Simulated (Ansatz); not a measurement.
# NiSO4: the cost of one run

Computed with Ansatz 0.2.0 (DFT, PAW plane waves, r2scan+U, unless a step's input says otherwise).

### 1 The system as given

It takes space group Cmcm (No. 63, orthorhombic). The conventional cell has a = 5.155 Å, b = 7.842 Å, c = 6.338 Å, α = 90.00°, β = 90.00°, γ = 90.00°. Around Ni (site symmetry 2/m) lie 6 O at 1.96 to 2.05 Å. Around S (site symmetry m2m) lie 4 O at 1.61 to 1.66 Å. O (site symmetry m) is surrounded by 1 S at 1.66 Å and 1 Ni at 1.96 Å. Around O (site symmetry m) lie 1 S at 1.61 Å and 2 Ni at 2.05 Å.

As a file:

```
CELL_PARAMETERS angstrom
2.57750 -3.92100 0.00000
2.57750 3.92100 0.00000
0.00000 0.00000 6.33800
ATOMIC_POSITIONS crystal
Ni 0.00000 0.00000 0.00000
Ni 0.00000 0.00000 0.50000
S 0.65000 0.35000 0.25000
S 0.35000 0.65000 0.75000
O 0.75000 0.25000 0.02000
O 0.25000 0.75000 0.52000
O 0.25000 0.75000 0.98000
O 0.75000 0.25000 0.48000
O 0.77800 0.72200 0.25000
O 0.22200 0.27800 0.75000
O 0.72200 0.77800 0.75000
O 0.27800 0.22200 0.25000
```

### 2 A run

Contents of input.yaml:

```yaml
crystal:
  lattice:
    - [2.5775, -3.921, 0.0]
    - [2.5775, 3.921, 0.0]
    - [0.0, 0.0, 6.338]
  atoms:
    - { symbol: Ni, position: [0.0, 0.0, 0.0], spin: 2.0 }
    - { symbol: Ni, position: [0.0, 0.0, 0.5], spin: 2.0 }
    - { symbol: S, position: [0.65, 0.35, 0.25] }
    - { symbol: S, position: [0.35, 0.65, 0.75] }
    - { symbol: O, position: [0.75, 0.25, 0.02] }
    - { symbol: O, position: [0.25, 0.75, 0.52] }
    - { symbol: O, position: [0.25, 0.75, 0.98] }
    - { symbol: O, position: [0.75, 0.25, 0.48] }
    - { symbol: O, position: [0.778, 0.722, 0.25] }
    - { symbol: O, position: [0.222, 0.278, 0.75] }
    - { symbol: O, position: [0.722, 0.778, 0.75] }
    - { symbol: O, position: [0.278, 0.222, 0.25] }
  symmetry: { tolerance: 0.0003 }
hamiltonian:
  xc: r2scan
  pseudopotentials: { kind: paw, azcp: { folder: soft_1 } }
  hubbard: { sites: [{ species: Ni, l: d, u_eff: 2.5 }] }
basis:
  ecutwfc: 500
magnetization:
  spin_polarized: true
scf:
  occupations: { method: fermi_dirac, width: 0.05 }
kpoints:
  mp_grid: { grid: [5, 5, 4], shift: [0, 0, 0] }
output:
  forces: true
  stress: true
  eigenvalues: true
```

Run with:

```
$ ansatz run input.yaml --threads 4 --pin off --max-ram 10240MiB --backend cpu --events-out ev --progress --plain --runs-dir out
```

What time and memory should one allow on 4 threads of Arm Neoverse V2, shared host?

About 29 s, with a peak of 1.1 GiB.
